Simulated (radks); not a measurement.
# Ionisation energy and size from Li to Ne

One table from this session's results is given with a row withheld; the runs are named, their logs left out.

The numbers are computed with radks (a radial shooting solver on a logarithmic mesh, Libxc functionals) version 1 (scalar-relativistic Kohn-Sham, PBE, spin-polarised, spherical densities, finite nucleus; open shells are filled with parallel spins first), except any that are marked as measured or tabulated.

### The atom as given

* species: Li, Be, B, C, N, O, F, Ne
* runs: 16, each species and its next ion

The first run:

Settings of this run:

```text
Z 3
configuration [He] 2s1
relativity scalar-relativistic
functional pbe,pbe
spin polarised
nucleus finite rms 2.444 fm
c 137.035999084
```

Among the steps run: Li, [He] 2s1; Li⁺, [He]; Be, [He] 2s2; Be⁺, [He] 2s1; B, [He] 2s2 2p1; B⁺, [He] 2s2; C, [He] 2s2 2p2; C⁺, [He] 2s2 2p1; N, [He] 2s2 2p3; N⁺, [He] 2s2 2p2; O, [He] 2s2 2p4; O⁺, [He] 2s2 2p3; F, [He] 2s2 2p5; F⁺, [He] 2s2 2p4; Ne, [Ne]; Ne⁺, [He] 2s2 2p5.

One table of the session follows, with a row left open; its other results are not shown here.

| species | Δ-SCF (eV) | −ε(HOMO) (eV) | its <r> (bohr) |
| --- | --- | --- | --- |
| Li | 5.591 | 3.228 | 3.79 |
| Be | ? | ? | ? |
| B | 8.486 | 4.019 | 2.25 |
| C | 11.672 | 6.095 | 1.75 |
| N | 14.904 | 8.299 | 1.43 |
| O | 13.671 | 7.186 | 1.33 |
| F | 17.834 | 10.225 | 1.13 |
| Ne | 21.969 | 13.334 | 0.982 |

Estimate the missing values for Be.

The run gave: Δ-SCF (eV): 8.998; −ε(HOMO) (eV): 5.610; its <r> (bohr): 2.60. In the column «Δ-SCF (eV)» it lies between B (8.486) and C (11.672).

Open shells are spherical and high-spin; term and fine-structure splittings are not resolved.
